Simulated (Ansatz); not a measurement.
# AlGaH (doublet): wave-function methods side by side, 6-31G

One table from this session's results is given with a row withheld; the runs are named, their logs left out.

The runs use Ansatz 0.2.0, Gaussian basis; 6-31G, core rule «outside noble gas», up to 19 orbitals frozen.

The runs, in order: UHF; CCSD(T) on ROHF; CCSD(T) on UHF; BCCD(T) on ROHF; CISD; CCSDT(Q) on ROHF; CCSDT(Q) on UHF; CISDTQ; CASSCF and MRCISD+Q, 7 electrons in 9 orbitals; CASSCF and NEVPT2, 7 electrons in 9 orbitals; Full CI; Full CI in the symmetry of the determinant.

15 further runs of the same task are left out: 5 that didn't finish, 10 set aside as unsound or not needed.

### The system

The geometry is a PBE0/def2-TZVP stationary point (not a proven minimum) of the parent state, kept for this charge and spin. No spin-orbit coupling is included. The filled d shell of Ga may be among the frozen orbitals whatever the setting's name suggests; the logs give the count.

3 atoms, charge 0, spin multiplicity 2.

Atoms are counted from 1 here; the program's logs count them from 0.

Bond lengths: Al1–Ga2 2.344 Å, Al1–H3 1.582 Å. Angles: Ga2–Al1–H3 180.0°.

The first run:

Contents of in.yaml:

```yaml
crystal:
  periodic: [false, false, false]
  atoms:
    - {symbol: Al, position_ang: [0.000000, 0.000000, 0.253900]}
    - {symbol: Ga, position_ang: [0.000000, 0.000000, -2.089700]}
    - {symbol: H, position_ang: [0.000000, 0.000000, 1.835800]}
basis:
  gaussian: {orbitals: 6-31G}
magnetization: {spin_polarized: true, initial_magnetization: 1}
hamiltonian: {xc: hf}
output: {orbitals: {seedname: orbitals}}
```

The run is started by

```console
$ ansatz run in.yaml --threads 1 --pin off --events-out ev --progress --plain --max-ram 2393MiB
```

Among the steps run: UHF; CCSD(T) on ROHF; CCSD(T) on UHF; BCCD(T) on ROHF; CISD; CCSDT(Q) on ROHF; CCSDT(Q) on UHF; CISDTQ; CASSCF and MRCISD+Q, 7 electrons in 9 orbitals; CASSCF and NEVPT2, 7 electrons in 9 orbitals; Full CI; Full CI in the symmetry of the determinant.

One table of the session follows, with a row left open; its other results are not shown here.

```
          method  from FCI (meV)
            ROHF         +2221.7
             UHF         +2099.2
            RMP2          +752.4
            UMP2          +803.2
           RCCSD           +75.2
           UCCSD           +88.1
        RCCSD(T)           +26.4
        UCCSD(T)           +36.6
         BCCD(T)               ?
          RCCSDT            +4.4
          UCCSDT            +8.3
       RCCSDT(Q)            +1.2
       UCCSDT(Q)            +4.7
  CASSCF valence          +557.0
  NEVPT2 valence          +168.3
  MRCISD valence           +14.7
MRCISD+Q valence            +3.3
             FCI               0
```

Q: Estimate the row for BCCD(T) from the others.

**Answer.** from FCI (meV): +25.9. In the column «from FCI (meV)» it lies between MRCISD valence (+14.7) and RCCSD(T) (+26.4).

Not comparable, so not listed: CISD; CISDTQ (they don't share determinant, frozen orbitals or solution with the rows shown, or repeat one).

To keep in mind: Levels on UHF freeze UHF's core orbitals, full CI those of ROHF, so the U rows can settle a little off it for that reason alone. Restricted and unrestricted rows rest on different reference determinants; where their highest levels disagree by more than a few hundredths of an eV, they describe different states and don't form one ladder.
